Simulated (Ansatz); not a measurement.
# NiMoIrPdW (P3m1) in Ansatz: convergence with k mesh

Aim: find how far k mesh must go before the results for NiMoIrPdW settle, at PBE. This setting moves, with any that are tied to it; all else stays.

Everything below comes from runs of Ansatz 0.2.0. Logs are shortened: lines on timing, memory, paths and dates and some standing lists are left out, and cuts for length are marked.

**1. The crystal as given**

Symmetry: P3m1, No. 156, trigonal system. The conventional cell has a = 4.147 Å, b = 4.147 Å, c = 5.416 Å, α = 90.00°, β = 90.00°, γ = 120.00°. Around Ni (site symmetry 3m) lie 3 W at 2.40 Å and 3 Ir at 2.71 Å. Mo (site symmetry 3m) is surrounded by 1 W at 2.49 Å and 3 Ir at 2.64 Å and 3 Pd at 2.85 Å. Around Pd (site symmetry 3m) lie 2 Ir at 2.65 to 2.76 Å and 3 W at 2.76 Å and 3 Ni at 2.82 Å and 3 Mo at 2.85 Å. Around Ir (site symmetry 3m) lie 3 Mo at 2.64 Å and 2 Pd at 2.65 to 2.76 Å and 3 Ni at 2.71 Å and 3 W at 2.77 Å. Around W (site symmetry 3m) lie 3 Ni at 2.40 Å and 1 Mo at 2.49 Å.

The cell was built by a generator and needn't be a form met in nature.

**2. With k mesh 2 × 2 × 2**

Contents of input.yaml:

```yaml
crystal:
  lattice:
    - [4.1467, 0.0, 0.0]
    - [-2.07335, 3.59115, 0.0]
    - [0.0, 0.0, 5.41629]
  atoms:
    - { symbol: Ni, position: [0.0, 0.0, 0.02221], spin: 1.0 }
    - { symbol: Mo, position: [0.66667, 0.33333, 0.45996], spin: 1.0 }
    - { symbol: Pd, position: [0.33333, 0.66667, 0.74601] }
    - { symbol: Ir, position: [0.33333, 0.66667, 0.25641], spin: 0.6 }
    - { symbol: W, position: [0.66667, 0.33333, 0.99985] }
hamiltonian:
  xc: pbe
  pseudopotentials: { kind: paw }
magnetization:
  spin_polarized: true
kpoints:
  mp_grid: { grid: [2, 2, 2] }
scf:
  occupations: { method: fermi_dirac, width: 0.05 }
output:
  forces: true
  stress: true
  eigenvalues: true
```

Potentials or basis: Ansatz PAW.

Run with:

```bash
ansatz run input.yaml --threads 8 --pin off --max-ram 20480MiB --backend cpu --events-out ev --progress --plain --runs-dir out
```

Log:

```text
Warning: the atoms were moved onto the symmetric positions of the space group found under crystal.symmetry.tolerance 1.0e-5 (fractional; no operation is sought that the atoms, as they stand in a round, miss by more than twice it, and no atom is moved by as much as it), and the run uses the moved positions. Before a round's move an operation carried an atom to 4.15e-5 Å from where it should land, the largest such distance. Atom 1 (counting from 0) moved farthest, by 2.39e-5 Å; the longest move in fractions of the cell, of whichever atom, is 0.47 of the tolerance, in 1 round. To run the atoms as typed, lower crystal.symmetry.tolerance until the operations that they miss are no longer found, or set crystal.symmetry.detect: false (a key that needs symmetry detection or time reversal refuses this as the deck is read). The positions used, in the order of the run's atom list: position: [0.0, 0.0, 0.02221]; position: [0.6666666666666666, 0.3333333333333333, 0.45996]; position: [0.3333333333333333, 0.6666666666666666, 0.74601]; position: [0.3333333333333333, 0.6666666666666666, 0.25641]; position: [0.6666666666666666, 0.3333333333333333, 0.99985]; The lattice was moved too: crystal.lattice keeps the space group found at crystal.symmetry.tolerance 1.0e-5 only nearly: the operation that it misses by the most changes a squared length by the fraction 1.19e-6. The run uses the lattice that is a stretch of the typed one, with no rotation, onto the one that keeps every operation to a double's rounding (on a very oblique basis the stretch itself rounds by more); the deck's lattice vector that moved farthest moved by 1.42e-6 Å. To run the lattice as typed, set crystal.symmetry.tolerance under 1.18e-6, the least fraction by which an operation that the lattice misses changes a squared length (the same key also sets how far an atom may lie from its image, so lowering it can lose operations that the atoms keep only within it), or set crystal.symmetry.detect: false, as for the atoms. crystal.lattice made exact, in Å and degrees: [[4.146701419200567, 0.0, 0.0], [-2.0733507096002834, 3.5911487709366763, 0.0], [0.0, 0.0, 5.41629]]. Pasted over the deck's crystal.lattice, beside positions in fractional coordinates, it runs the same cell (given as lengths and angles, that cell in the form's own orientation, a rigid turn of the misfit's size from the one run here, for which a checkpoint.post_process_only pass over this run's state can be refused: where this run relaxes nothing, give such a pass this deck's own crystal.lattice, as typed; behind a relaxation, as crystal.lattice, the state's own cell, identity.cell in its checkpoint.json), and a matrix so pasted ends this notice, except on a very skew basis of the lattice, where the rounding of the pasted numbers themselves can read as a misfit: the cell is then moved again, and that move is told again. The lattice as run is in this notice's lattice.as_run_ang field (Run.prep()["deck_notices"] in Python, the deck_notice line of an events file, deck_notices of ansatz run --dry-run=json, or deck_notices in record.json in the deck's checkpoint.write directory).
Warning: RAYON_NUM_THREADS=8 ignored (pool sized by the plan → 8); use --threads N
[... 101 lines left out ...]
  k-point 2 ↑: bands = ["-84.4686", "-73.4501", "-66.2752", "-55.3927", "-45.0490", "-45.0465", "-44.5542", "-42.1921", "-31.9992", "-31.9986", "-31.9913", "-30.3805", "-30.3786", "-30.2452", "-19.7256", "-19.7099", "-19.6806", "-16.3857", "-16.3733", "-15.9944", "12.3959", "12.9538", "13.1761", "13.8051", "14.0589", "14.4527", "14.8391", "15.1857", "15.1963", "15.7755", "15.8988", "16.1006", "16.1159", "16.5538", "16.7681", "17.1506", "17.2333", "17.5631", "18.5876", "18.8011", "19.0703", "19.5576", "20.2829", "20.3828", "20.8378", "20.8550", "21.0855", "21.7162", "21.8947", "23.2088", "26.2452"]
  k-point 3 ↓: bands = ["-84.4686", "-73.4500", "-66.2752", "-55.3926", "-45.0490", "-45.0465", "-44.5542", "-42.1927", "-31.9990", "-31.9984", "-31.9767", "-30.3807", "-30.3788", "-30.2628", "-19.7247", "-19.7093", "-19.6269", "-16.3872", "-16.3744", "-16.0767", "13.0769", "13.4429", "13.8274", "14.3259", "14.6127", "14.6570", "14.9732", "15.1489", "15.3170", "15.3776", "15.4035", "15.5544", "16.3126", "16.4267", "16.6158", "16.7649", "16.9789", "17.4133", "17.9034", "18.0459", "18.8249", "19.4154", "19.5496", "19.9568", "20.2072", "20.6298", "21.0497", "21.1690", "22.1525", "24.4726", "26.7682"]
```

Run time: 1.2 s. Hardware: 8 threads of Intel Xeon 6975P-C (Granite Rapids), shared host; peak memory 0.54 GiB.

Results:

```
Free energy            : -40087.4106 eV
Pressure               : 1.9 GPa
Largest force          : 1.727 eV/Å
Band gap on the k mesh : none (metal or under the smearing width)
Net moment             : 0.00 μB per cell
Absolute moment        : 0.00 μB per cell
```

**3. With k mesh 3 × 3 × 2**

input.yaml: that of step 2 with these lines changed.

```diff
@@ -17,3 +17,3 @@
 kpoints:
-  mp_grid: { grid: [2, 2, 2] }
+  mp_grid: { grid: [3, 3, 2] }
 scf:
```

Potentials or basis: Ansatz PAW.

Run with:

```bash
ansatz run input.yaml --threads 8 --pin off --max-ram 20480MiB --backend cpu --events-out ev --progress --plain --runs-dir out
```

Wall time 1.5 s (8 threads of Intel Xeon 6975P-C (Granite Rapids), shared host); peak memory 0.57 GiB.

Results:

| Quantity | Value |
| --- | --- |
| Free energy | -40087.6372 eV |
| Pressure | 1.0 GPa |
| Largest force | 0.715 eV/Å |
| Band gap on the k mesh | none (metal or under the smearing width) |
| Net moment | 0.00 μB per cell |
| Absolute moment | 0.00 μB per cell |

**4. With k mesh 4 × 4 × 3**

input.yaml: that of step 3 with these lines changed.

```diff
@@ -17,3 +17,3 @@
 kpoints:
-  mp_grid: { grid: [3, 3, 2] }
+  mp_grid: { grid: [4, 4, 3] }
 scf:
```

Run with:

```bash
ansatz run input.yaml --threads 8 --pin off --max-ram 20480MiB --backend cpu --events-out ev --progress --plain --runs-dir out
```

It took 2 s on 8 threads of Intel Xeon 6975P-C (Granite Rapids), shared host; peak memory 0.57 GiB.

What came out:

```
Free energy            : -40087.9565 eV
Pressure               : -0.3 GPa
Largest force          : 0.264 eV/Å
Band gap on the k mesh : none (metal or under the smearing width)
Net moment             : 0.00 μB per cell
Absolute moment        : 0.00 μB per cell
```

**5. With k mesh 5 × 5 × 4**

input.yaml: that of step 4 with these lines changed.

```diff
@@ -17,3 +17,3 @@
 kpoints:
-  mp_grid: { grid: [4, 4, 3] }
+  mp_grid: { grid: [5, 5, 4] }
 scf:
```

Run with:

```bash
ansatz run input.yaml --threads 8 --pin off --max-ram 20480MiB --backend cpu --events-out ev --progress --plain --runs-dir out
```

It took 3.4 s on 8 threads of Intel Xeon 6975P-C (Granite Rapids), shared host; peak memory 0.63 GiB.

Results:

* Free energy: -40087.8587 eV
* Pressure: 0.0 GPa
* Largest force: 0.121 eV/Å
* Band gap on the k mesh: none (metal or under the smearing width)
* Net moment: 0.00 μB per cell
* Absolute moment: 0.00 μB per cell

**6. With k mesh 7 × 7 × 5**

input.yaml: that of step 5 with these lines changed.

```diff
@@ -17,3 +17,3 @@
 kpoints:
-  mp_grid: { grid: [5, 5, 4] }
+  mp_grid: { grid: [7, 7, 5] }
 scf:
```

Potentials or basis: Ansatz PAW.

Run with:

```bash
ansatz run input.yaml --threads 8 --pin off --max-ram 20480MiB --backend cpu --events-out ev --progress --plain --runs-dir out
```

Run time: 4.8 s. Hardware: 8 threads of Intel Xeon 6975P-C (Granite Rapids), shared host; peak memory 0.69 GiB.

The run converged. Its results:

- Free energy: -40087.8716 eV
- Pressure: 0.0 GPa
- Largest force: 0.158 eV/Å
- Band gap on the k mesh: none (metal or under the smearing width)
- Net moment: 0.00 μB per cell
- Absolute moment: 0.00 μB per cell

**7. With k mesh 8 × 8 × 6**

input.yaml: that of step 6 with these lines changed.

```diff
@@ -17,3 +17,3 @@
 kpoints:
-  mp_grid: { grid: [7, 7, 5] }
+  mp_grid: { grid: [8, 8, 6] }
 scf:
```

Run with:

```bash
ansatz run input.yaml --threads 8 --pin off --max-ram 20480MiB --backend cpu --events-out ev --progress --plain --runs-dir out
```

It took 7.1 s on 8 threads of Intel Xeon 6975P-C (Granite Rapids), shared host; peak memory 0.76 GiB.

Results (log left out):

```yaml
Free_energy: -40087.8663 eV
Pressure: 0.0 GPa
Largest_force: 0.011 eV/Å
Band_gap_on_the_k_mesh: none (metal or under the smearing width)
Net_moment: 0.00 μB per cell
Absolute_moment: 0.00 μB per cell
```

**8. With k mesh 10 × 10 × 7**

input.yaml: that of step 7 with these lines changed.

```diff
@@ -17,3 +17,3 @@
 kpoints:
-  mp_grid: { grid: [8, 8, 6] }
+  mp_grid: { grid: [10, 10, 7] }
 scf:
```

Run with:

```bash
ansatz run input.yaml --threads 8 --pin off --max-ram 20480MiB --backend cpu --events-out ev --progress --plain --runs-dir out
```

Wall time 11 s (8 threads of Intel Xeon 6975P-C (Granite Rapids), shared host); peak memory 0.89 GiB.

The run converged. Its results:

* Free energy: -40087.8638 eV
* Pressure: 0.0 GPa
* Largest force: 0.116 eV/Å
* Band gap on the k mesh: none (metal or under the smearing width)
* Net moment: 0.00 μB per cell
* Absolute moment: 0.00 μB per cell

**9. With k mesh 12 × 12 × 8**

input.yaml: that of step 8 with these lines changed.

```diff
@@ -17,3 +17,3 @@
 kpoints:
-  mp_grid: { grid: [10, 10, 7] }
+  mp_grid: { grid: [12, 12, 8] }
 scf:
```

Potentials or basis: Ansatz PAW.

Run with:

```bash
ansatz run input.yaml --threads 8 --pin off --max-ram 20480MiB --backend cpu --events-out ev --progress --plain --runs-dir out
```

Wall time 16 s (8 threads of Intel Xeon 6975P-C (Granite Rapids), shared host); peak memory 1.1 GiB.

Results (log left out):

- Free energy: -40087.8632 eV
- Pressure: 0.0 GPa
- Largest force: 0.054 eV/Å
- Band gap on the k mesh: none (metal or under the smearing width)
- Net moment: 0.00 μB per cell
- Absolute moment: 0.00 μB per cell

**10. Result**

```tsv
k mesh	energy less the tightest run, at zero smearing (meV/atom)	pressure (GPa)	largest force (eV/Å)	SCF cycles	CPU time (s)	peak memory (GiB)
2 × 2 × 2	91.20	1.91	1.727	18	6.3	0.54
3 × 3 × 2	44.69	0.98	0.715	15	8.1	0.57
4 × 4 × 3	-18.19	-0.30	0.264	15	12	0.57
5 × 5 × 4	0.15	0.05	0.121	15	20	0.63
7 × 7 × 5	-1.97	-0.03	0.158	15	32	0.69
8 × 8 × 6	-1.25	0.03	0.011	15	49	0.76
10 × 10 × 7	0.11	0.00	0.116	15	75	0.89
12 × 12 × 8	0.00	0.02	0.054	15	110	1.1
```

Against the tightest run, the energy stays within 1 meV/atom from 10 × 10 × 7 on; the pressure stays within 0.1 GPa from 5 × 5 × 4 on. Not settled before the last step: the largest force (to 0.005 eV/Å). Meshes of other sizes hit other points, so gaps and Fermi surfaces needn't settle smoothly. The tightest run that finished is the yardstick and may itself not be fully converged.

Caveats: the starting moments weren't kept.
